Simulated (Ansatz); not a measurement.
# The Ag+ ion: basis-set convergence

One table from this session's results is given with a row withheld; the runs are named, their logs left out.

Method: one geometry, several basis sets; program: Ansatz 0.2.0, Gaussian basis.

Levels to be run: PBE0/def2-SVP; ωB97M-V/def2-SVP; PBE0/def2-QZVPP; ωB97M-V/def2-QZVPP; the functionals' def2-TZVPP values are taken from earlier runs.

**The atom**

SMILES `[Ag+]`, 1 atom, charge 1, spin multiplicity 1.

Ag takes the def2 core potential; no spin-orbit term is included.

Set-up of the first run:

Input file in.yaml:

```yaml
crystal:
  periodic: [false, false, false]
  atoms:
    - {symbol: Ag, position_ang: [0.000000, 0.000000, 0.000000]}
basis:
  gaussian: {orbitals: def2-SVP}
total_charge: 1
hamiltonian: {xc: pbe0}
output: {orbitals: {seedname: orbitals}}
```

Steps of the session up to this table: PBE0 in def2-SVP; ωB97M-V in def2-SVP; PBE0 in def2-QZVPP; ωB97M-V in def2-QZVPP.

One of the session's tables, all rows but one given; the rest of the session is left out.

It belongs to the step «Functionals by basis». 

| functional | basis | HOMO (eV) | LUMO (eV) |
| --- | --- | --- | --- |
| PBE0 | def2-SVP | -17.40 | -10.06 |
| PBE0 | def2-TZVPP | -17.40 | -10.05 |
| PBE0 | def2-QZVPP | -17.40 | -10.07 |
| ωB97M-V | def2-SVP | -19.95 | -7.89 |
| ωB97M-V | def2-TZVPP | ? | ? |
| ωB97M-V | def2-QZVPP | -19.94 | -7.94 |

**Question.** Estimate the row for ωB97M-V, def2-TZVPP.

As computed: HOMO (eV): -19.93; LUMO (eV): -7.91. In the column «HOMO (eV)» it lies between ωB97M-V, def2-QZVPP (-19.94) and PBE0, def2-SVP (-17.40).
